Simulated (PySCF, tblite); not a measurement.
# C6H9NO+ (doublet): geometry, infrared bands and EPR parameters

Wanted: the infrared bands and EPR parameters of C6H9NO+ (doublet) (`[CH+]=[C]CC(=O)N(C)C`), by calculation.

Computed with tblite 0.8.0 and PySCF 2.14.0, with density-fitted response routines of our own, on a single molecule in the gas phase. Atoms count from 0, in the outputs and in this text.

### 1 The starting structure

17 atoms, charge 1, multiplicity 2; geometry from: force field or distance geometry start.

Bonds of the start (Å): C0–C1 1.34, C1–C2 1.47, C2–C3 1.47, C3–O4 1.30, C3–N5 1.40, N5–C6 1.47, N5–C7 1.43, C0–H8 1.08, C2–H9 1.12, C2–H10 1.12, C6–H11 1.10, C6–H12 1.12, C6–H13 1.10, C7–H14 1.14, C7–H15 1.12, C7–H16 1.09.

### 2 Optimising the geometry with GFN2-xTB

What the job is given:

```
{"job": {"kind": "relax", "xc": "GFN2-xTB", "basis": "xTB"}, "charge": 1, "multiplicity": 2}
C      3.331600     0.610500    -0.045700
C      2.009000     0.452900     0.073500
C      1.453800    -0.872400     0.376500
C     -0.016800    -0.966600     0.377100
O     -0.495800    -2.153800     0.577100
N     -0.962900     0.052700     0.217800
C     -2.374700    -0.354200     0.260800
C     -0.699500     1.449700     0.022400
H      4.372900     0.335900    -0.069500
H      1.907600    -1.605100    -0.331600
H      1.816000    -1.139500     1.406200
H     -2.583000    -1.079000    -0.544000
H     -3.003400     0.564000     0.189100
H     -2.576600    -0.756100     1.269300
H     -1.667900     1.979300     0.318400
H     -0.649400     1.612200    -1.084400
H      0.132200     1.881500     0.575200
```

The run is started by

```console
> OMP_NUM_THREADS=1 python probes_run.py task.json out
```

One launch serves the whole session: the jobs run in the order shown.

**Question.** This job is followed by: GFN2-xTB harmonic vibrations, gas phase; UKS B3LYP, pcH-1 on C H N O, non-relativistic, mean-field spin-orbit, GIAO. Predict these results of the whole session: strongest single infrared mode (GFN2-xTB); zero-point energy (GFN2-xTB); g(iso) (B3LYP); ⟨S²⟩; largest a(iso) (averaged by class).

The runs gave:

| quantity | value |
| --- | --- |
| strongest single infrared mode (GFN2-xTB) | 2188 cm⁻¹, 466 km/mol |
| zero-point energy (GFN2-xTB) | 83.7 kcal/mol |
| g(iso) (B3LYP) | 2.00654 |
| ⟨S²⟩ | 0.765 (exact 0.75) |
| largest a(iso) (averaged by class) | 1H on H11, H12, H13, 62.4 MHz |

The optimisation took 208 steps and gained 2.731 eV; among the close pairs (by a distance rule), C0–C1 changed most, from 1.337 to 1.208 Å. All 45 modes are real, so the xTB geometry is a minimum. The strongest single mode, at 2188 cm⁻¹, moves mainly C1 and C0. GFN2-xTB is a fitted tight-binding method: band positions and strengths are rough. Its intensities can rank the bands wrongly. The largest spin populations lie on N5 (0.42 e), O4 (0.30 e). The isotropic g lies 4.2 ppt above the free-electron value.
